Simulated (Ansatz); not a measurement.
**CH₄F₃NTi: one species, many methods**

An exercise on one series of results from a longer session: the logs are not shown, and one member is left open.

Computed with Ansatz 0.2.0, Gaussian basis. Level: functionals in def2-TZVPP, the program's frozen cores in correlated methods.

Levels to be run: LDA (SPW92), PBE-D4, revPBE-D4, BLYP-D4, r2SCAN-D4, B97M-V, PBE0-D4, B3LYP-D4, r2SCANh-D4, r2SCAN0-D4, HSE06-D4, BHLYP-D4, CAM-B3LYP-D4, LC-ωPBE, ωB97X-V, ωB97M-V, B2PLYP, PBE-QIDH; CCSD(T)/def2-SVP; CCSD(T)/def2-TZVPP; MP2/def2-QZVPP; extrapolation to the limit; RPA on PBE.

## The relaxed structure

An earlier PBE0-D4 in a triple-zeta def2 set relaxation fixed the geometry.

SMILES `C[NH][Ti]([F])([F])[F]`, 10 atoms, charge 0, spin multiplicity 1.

Atoms are counted from 1 here; the program's logs count them from 0.

Bond lengths: C1–N2 1.447 Å, C1–H7 1.095 Å, C1–H8 1.093 Å, C1–H9 1.095 Å, N2–Ti3 1.846 Å, N2–H10 1.013 Å, Ti3–F4 1.764 Å, Ti3–F5 1.754 Å, Ti3–F6 1.764 Å. Angles: N2–C1–H7 111.5°, N2–C1–H8 110.1°, N2–C1–H9 111.6°, H7–C1–H8 107.4°, H7–C1–H9 108.7°, H8–C1–H9 107.4°, C1–N2–Ti3 125.1°, C1–N2–H10 114.0°, Ti3–N2–H10 121.0°, N2–Ti3–F4 108.2°, N2–Ti3–F5 106.8°, N2–Ti3–F6 108.2°, F4–Ti3–F5 113.3°, F4–Ti3–F6 106.8°, F5–Ti3–F6 113.3°.

Set-up of the first run:

Input file in.yaml:

```yaml
crystal:
  periodic: [false, false, false]
  atoms:
    - {symbol: C, position_ang: [-0.093620, -1.147112, 0.894039]}
    - {symbol: N, position_ang: [0.644490, -0.144074, 0.158066]}
    - {symbol: Ti, position_ang: [-0.110667, 1.149590, -0.920091]}
    - {symbol: F, position_ang: [-1.066423, 0.341901, -2.163562]}
    - {symbol: F, position_ang: [1.211016, 2.101752, -1.570452]}
    - {symbol: F, position_ang: [-1.235936, 2.093413, 0.057050]}
    - {symbol: H, position_ang: [0.179180, -2.159248, 0.578190]}
    - {symbol: H, position_ang: [-1.165742, -1.028451, 0.718240]}
    - {symbol: H, position_ang: [0.072526, -1.058238, 1.972541]}
    - {symbol: H, position_ang: [1.648176, -0.200732, 0.279077]}
basis:
  gaussian: {orbitals: def2-TZVPP}
hamiltonian: {xc: lda}
output: {orbitals: {seedname: orbitals}}
```

Run with:

```console
ansatz run in.yaml --threads 4 --pin off --events-out ev --progress --plain --max-ram 11315MiB
```

Among the steps run: LDA; PBE-D4 (GGA); revPBE-D4 (GGA); BLYP-D4 (GGA); r2SCAN-D4 (meta-GGA); B97M-V (meta-GGA); PBE0-D4 (hybrid); B3LYP-D4 (hybrid); r2SCANh-D4 (hybrid); r2SCAN0-D4 (hybrid); HSE06-D4 (hybrid); BHLYP-D4 (hybrid); CAM-B3LYP-D4 (range-separated); LC-ωPBE (range-separated); ωB97X-V (range-separated); ωB97M-V (range-separated); B2PLYP (double hybrid); PBE-QIDH (double hybrid).

One of the session's tables, all rows but one given; the rest of the session is left out.

It belongs to the step «Frontier levels by functional». 

| functional | HOMO (eV) | LUMO (eV) | gap (eV) |
| --- | --- | --- | --- |
| LDA (SPW92) | ? | ? | ? |
| PBE-D4 | -6.47 | -3.28 | 3.19 |
| revPBE-D4 | -6.40 | -3.18 | 3.22 |
| BLYP-D4 | -6.39 | -3.22 | 3.17 |
| r2SCAN-D4 | -6.76 | -3.20 | 3.55 |
| B97M-V | -6.84 | -3.21 | 3.63 |
| PBE0-D4 | -7.88 | -2.27 | 5.61 |
| B3LYP-D4 | -7.68 | -2.59 | 5.08 |
| r2SCANh-D4 | -7.29 | -2.81 | 4.47 |
| r2SCAN0-D4 | -8.08 | -2.21 | 5.87 |
| HSE06-D4 | -7.47 | -2.66 | 4.82 |
| BHLYP-D4 | -9.21 | -1.12 | 8.09 |
| CAM-B3LYP-D4 | -9.30 | -1.15 | 8.15 |
| LC-ωPBE | -10.61 | 0.11 | 10.72 |
| ωB97X-V | -10.26 | 0.07 | 10.33 |
| ωB97M-V | -10.18 | 0.04 | 10.22 |

Estimate the missing values for LDA (SPW92).

The run gave: HOMO (eV): -6.67; LUMO (eV): -3.59; gap (eV): 3.08. In the column «HOMO (eV)» it lies between r2SCAN-D4 (-6.76) and PBE-D4 (-6.47).
